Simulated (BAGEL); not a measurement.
# B3LYP/6-31G(d) (density fitting with qzvpp-jkfit, spherical functions) run of CH4AlFO (SMILES [CH3][Al]([OH])[F])

What is the energy change on altering one bond length of CH4AlFO at B3LYP/6-31G* (density fitting with qzvpp-jkfit, spherical functions)? 

Program for the calculation: BAGEL 1.2.2.

2 further runs of the same task are left out: 1 that didn't finish, 1 set aside as unsound or not needed.

### Step 1. The molecule

CH4AlFO: 8 atoms, total charge 0, spin state singlet. SMILES: `[CH3][Al]([OH])[F]`. Geometry: relaxed at PBE0-D4/def2-TZVP. This is one conformer, not always the lowest.

Bond lengths: C1–Al2 1.930 Å, Al2–O3 1.689 Å, Al2–F4 1.654 Å, C1–H5 1.094 Å, C1–H6 1.093 Å, C1–H7 1.091 Å, O3–H8 0.956 Å. Angles: C1–Al2–O3 120.6°, C1–Al2–F4 121.2°, O3–Al2–F4 118.2°, Al2–C1–H5 110.7°, Al2–C1–H6 110.7°, Al2–C1–H7 111.9°, Al2–O3–H8 123.8°, H5–C1–H6 106.8°, H5–C1–H7 108.2°, H6–C1–H7 108.3°.

### Step 2. The energy at B3LYP/6-31G(d) (density fitting with qzvpp-jkfit, spherical functions)

File calc.json:

```json
{ "bagel" : [

{
  "title" : "molecule",
  "basis" : "6-31gs.json",
  "df_basis" : "qzvpp-jkfit",
  "angstrom" : true,
  "geometry" : [
    { "atom" : "C", "xyz" : [      -0.540500,       1.137000,      -0.105400 ] },
    { "atom" : "Al", "xyz" : [       0.133600,      -0.668900,      -0.198600 ] },
    { "atom" : "O", "xyz" : [       1.255200,      -1.228300,       0.933600 ] },
    { "atom" : "F", "xyz" : [      -0.366000,      -1.708800,      -1.383300 ] },
    { "atom" : "H", "xyz" : [       0.272900,       1.859000,      -0.220000 ] },
    { "atom" : "H", "xyz" : [      -0.998800,       1.329500,       0.868500 ] },
    { "atom" : "H", "xyz" : [      -1.283600,       1.335300,      -0.879800 ] },
    { "atom" : "H", "xyz" : [       1.619500,      -2.111800,       0.929100 ] }
  ]
},

{ "title" : "ks", "xc_func" : "b3lyp" },

{ "title" : "print", "file" : "orbitals.molden", "orbitals" : true }

]}
```

The basis set 6-31G* is read from a file made from the Basis Set Exchange's data (not shown).

The run is started by

```bash
$ BAGEL_NUM_THREADS=1 BAGEL calc.json > calc.out
```

Standard output:

```text
* using 1 threads per process

  ===============================================================
  ===============================================================

  *** Geometry ***

  { "atom" : "C", "xyz" : [     -1.021397,      2.148619,     -0.199177 ] },
  { "atom" : "Al", "xyz" : [      0.252467,     -1.264038,     -0.375300 ] },
  { "atom" : "O", "xyz" : [      2.371984,     -2.321151,      1.764248 ] },
  { "atom" : "F", "xyz" : [     -0.691640,     -3.229164,     -2.614058 ] },
  { "atom" : "H", "xyz" : [      0.515706,      3.513001,     -0.415740 ] },
  { "atom" : "H", "xyz" : [     -1.887458,      2.512391,      1.641227 ] },
  { "atom" : "H", "xyz" : [     -2.425652,      2.523351,     -1.662581 ] },
  { "atom" : "H", "xyz" : [      3.060411,     -3.990724,      1.755745 ] },

  Number of auxiliary basis functions:      429

  Since a DF basis is specified, we compute 2- and 3-index integrals:
    o Being stored without compression. Storage requirement is 0.016 GB

  Number of basis functions:       68
  Number of electrons      :       40

    * METHOD: MOLECULE                             0.15

  *** Kohn-Sham DFT ***

    * Removing 13736 points whose weight is below 1.00e-10
    * Grid points: 105512

  === Nuclear Repulsion ===
   157.1934883848

       - DIIS with orbital gradients will be used.

  === KS iteration (b3lyp / 6-31gs.json) ===
      0       -427.12624119          0.13052952           0.24
      1       -367.84218007          0.16771144           0.22
      2       -379.22439010          0.16051554           0.22
      3       -448.22820575          0.11149511           0.22
      4       -457.52670348          0.04120623           0.23
      5       -457.65584796          0.03856056           0.22
      6       -458.11549538          0.00803393           0.22
      7       -458.12686076          0.00590029           0.22
      8       -458.13460787          0.00446025           0.23
      9       -458.14095469          0.00067698           0.22
     10       -458.14110488          0.00004645           0.23
     11       -458.14110553          0.00001227           0.22
     12       -458.14110558          0.00000239           0.22
     13       -458.14110558          0.00000142           0.23
     14       -458.14110558          0.00000061           0.23
     15       -458.14110558          0.00000016           0.23
     16       -458.14110558          0.00000002           0.23
     17       -458.14110558          0.00000001           0.23
    * SCF iteration converged.

    * Permanent dipole moment:
           (   -0.097110,    -0.074746,    -0.160132) a.u.

    * METHOD: KS                                   4.46

    * METHOD: PRINT                                0.01

  ===============================================================
```

Run time: 4.8 s. Hardware: 1 thread of Arm Neoverse V2, shared host; peak memory 0.35 GiB.

### Step 3. The distorted shape

File input.json:

```json
{ "bagel" : [

{
  "title" : "molecule",
  "basis" : "6-31gs.json",
  "df_basis" : "qzvpp-jkfit",
  "angstrom" : true,
  "geometry" : [
    { "atom" : "C", "xyz" : [      -0.708757,       1.220919,      -0.275247 ] },
    { "atom" : "Al", "xyz" : [      -0.034657,      -0.584981,      -0.368447 ] },
    { "atom" : "O", "xyz" : [       1.255200,      -1.228300,       0.933600 ] },
    { "atom" : "F", "xyz" : [      -0.534257,      -1.624881,      -1.553147 ] },
    { "atom" : "H", "xyz" : [       0.104643,       1.942919,      -0.389847 ] },
    { "atom" : "H", "xyz" : [      -1.167057,       1.413419,       0.698653 ] },
    { "atom" : "H", "xyz" : [      -1.451857,       1.419219,      -1.049647 ] },
    { "atom" : "H", "xyz" : [       1.619500,      -2.111800,       0.929100 ] }
  ]
},

{ "title" : "ks", "xc_func" : "b3lyp" },

{ "title" : "print", "file" : "orbitals.molden", "orbitals" : true }

]}
```

The basis set 6-31G* is read from a file made from the Basis Set Exchange's data (not shown).

The run is started by

```bash
$ BAGEL_NUM_THREADS=1 BAGEL input.json > input.out
```

Standard output:

```text
* using 1 threads per process

  ===============================================================
  ===============================================================

  *** Geometry ***

  { "atom" : "C", "xyz" : [     -1.339357,      2.307203,     -0.520141 ] },
  { "atom" : "Al", "xyz" : [     -0.065492,     -1.105454,     -0.696264 ] },
  { "atom" : "O", "xyz" : [      2.371984,     -2.321151,      1.764248 ] },
  { "atom" : "F", "xyz" : [     -1.009599,     -3.070580,     -2.935022 ] },
  { "atom" : "H", "xyz" : [      0.197747,      3.671585,     -0.736704 ] },
  { "atom" : "H", "xyz" : [     -2.205418,      2.670975,      1.320263 ] },
  { "atom" : "H", "xyz" : [     -2.743612,      2.681935,     -1.983545 ] },
  { "atom" : "H", "xyz" : [      3.060411,     -3.990724,      1.755745 ] },

  Number of auxiliary basis functions:      429

  Since a DF basis is specified, we compute 2- and 3-index integrals:
    o Being stored without compression. Storage requirement is 0.016 GB

  Number of basis functions:       68
  Number of electrons      :       40

    * METHOD: MOLECULE                             0.15

  *** Kohn-Sham DFT ***

    * Removing 13408 points whose weight is below 1.00e-10
    * Grid points: 105840

  === Nuclear Repulsion ===
   150.8494656277

       - DIIS with orbital gradients will be used.

  === KS iteration (b3lyp / 6-31gs.json) ===
      0       -429.55286634          0.14140932           0.23
      1       -370.11817607          0.14935800           0.22
      2       -419.55480178          0.13805125           0.22
      3       -445.13084991          0.10917343           0.22
      4       -457.49138990          0.04120385           0.22
      5       -457.25327570          0.04754478           0.23
      6       -457.85865606          0.02524691           0.23
      7       -458.09259112          0.00895961           0.22
      8       -458.11869122          0.00286767           0.22
      9       -458.11984106          0.00211987           0.24
     10       -458.12127148          0.00032668           0.23
     11       -458.12130395          0.00003713           0.24
     12       -458.12130421          0.00002581           0.24
     13       -458.12130442          0.00000676           0.24
     14       -458.12130443          0.00000116           0.24
     15       -458.12130443          0.00000065           0.24
     16       -458.12130443          0.00000025           0.23
     17       -458.12130443          0.00000008           0.23
     18       -458.12130443          0.00000003           0.22
     19       -458.12130443          0.00000001           0.22
    * SCF iteration converged.

    * Permanent dipole moment:
           (    0.154403,    -0.284999,     0.048985) a.u.

    * METHOD: KS                                   4.98

    * METHOD: PRINT                                0.01

  ===============================================================
```

Wall time 5.4 s (1 thread of Arm Neoverse V2, shared host); peak memory 0.36 GiB.

### Step 4. Outcome

Level: B3LYP/6-31G* (density fitting with qzvpp-jkfit, spherical functions).

| quantity | value |
| --- | --- |
| first shape: total energy | -458.14111 Eh |
| first shape: dipole moment | 0.51 D |
| first shape: HOMO energy | -8.43 eV |
| first shape: LUMO energy | -0.22 eV |
| first shape: HOMO–LUMO gap | 8.20 eV |
| distorted shape: total energy | -458.12130 Eh |
| distorted shape: dipole moment | 0.83 D |
| distorted shape: HOMO energy | -7.60 eV |
| distorted shape: LUMO energy | -0.60 eV |
| distorted shape: HOMO–LUMO gap | 7.00 eV |
| energy change with the Al2–O3 bond stretched from 1.689 to 1.942 Å | 0.539 eV |

What this shows: With the Al2–O3 bond stretched from 1.689 to 1.942 Å the energy rises by 0.54 eV (12.4 kcal/mol). The first shape isn't relaxed at this level, so the change isn't measured from a minimum.
